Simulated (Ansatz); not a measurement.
# CBCl2N: the cost of one run

Method: the settings change from run to run; program: Ansatz 0.2.0, Gaussian basis.

### Step 1. The molecule

An earlier PBE0-D4 in a triple-zeta def2 set relaxation fixed the geometry.

SMILES `N#CB(Cl)Cl`, 5 atoms, charge 0, spin multiplicity 1.

Atoms are counted from 1 here; the program's logs count them from 0.

Bond lengths: N1–C2 1.151 Å, C2–B3 1.531 Å, B3–Cl4 1.727 Å, B3–Cl5 1.727 Å. Angles: N1–C2–B3 179.9°, C2–B3–Cl4 119.0°, C2–B3–Cl5 119.0°, Cl4–B3–Cl5 122.0°.

### Step 2. B3LYP5/x2c-TZVPPall

This run has atoms shaken by 0.08 Å.

File in.yaml:

```yaml
crystal:
  periodic: [false, false, false]
  atoms:
    - {symbol: N, position_ang: [1.445219, -0.970724, 1.298221]}
    - {symbol: C, position_ang: [0.739870, -0.480803, 0.458649]}
    - {symbol: B, position_ang: [-0.192416, 0.245554, -0.301309]}
    - {symbol: Cl, position_ang: [-1.684241, -0.631050, -0.937876]}
    - {symbol: Cl, position_ang: [0.040751, 2.021605, -0.636322]}
basis:
  gaussian: {orbitals: x2c-TZVPPall}
hamiltonian: {xc: {name: B3LYP5}}
output: {forces: true}
```

Started as:

```bash
ansatz run in.yaml --threads 2 --pin off --events-out ev --progress --plain --max-ram 22528MiB --backend cpu
```

Q: Estimate wall time and peak memory on 2 threads of AMD EPYC 7R13, shared host.

About 3.2 s, with a peak of 0.44 GiB.
